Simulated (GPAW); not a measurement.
Crystal: MnF2.

```xyz
6
Lattice="4.8738 0.0000 0.0000 0.0000 4.8738 0.0000 0.0000 0.0000 3.3107" Properties=species:S:1:pos:R:3 pbc="T T T"
Mn    2.4369    2.4369    1.6554
Mn    0.0000    0.0000    0.0000
F     3.9249    0.9489    1.6554
F     3.3858    3.3858    0.0000
F     0.9489    3.9249    1.6554
F     1.4880    1.4880    0.0000
```

Base run:

- Program: GPAW 26.7.0
- Functional: LDA
- Potentials or basis: the program's PAW data sets (release 1.2.1) made for this functional
- Cutoff: 800 eV
- Basis: pw
- k mesh: 4 × 4 × 5
- Occupations: fermi-dirac, width 0.05 eV
- Spin: collinear spin, ferromagnetic start
- Starting moments: [4.0, 4.0, 0.0, 0.0, 0.0, 0.0] μB

Its results: band gap on the k mesh 0.62 eV, direct; pressure -5.8 GPa; net moment 10.00 μB per cell; site moments Mn +4.45; F +0.09 μB; largest force 0.035 eV/Å.

Q: The run is repeated on the same cell with these changes: functional from LDA to PBEsol; potentials or basis from the program's PAW data sets (release 1.2.1) made for this functional to PAW data sets generated in the run's folder for this functional. What comes out?

A: Band gap on the k mesh 0.73 eV, direct; pressure -0.5 GPa; net moment 10.00 μB per cell; site moments Mn +4.48; F +0.08 μB; largest force 0.004 eV/Å.

Caveats: only a ferromagnetic start was run, and an antiferromagnetic order may lie lower in energy.
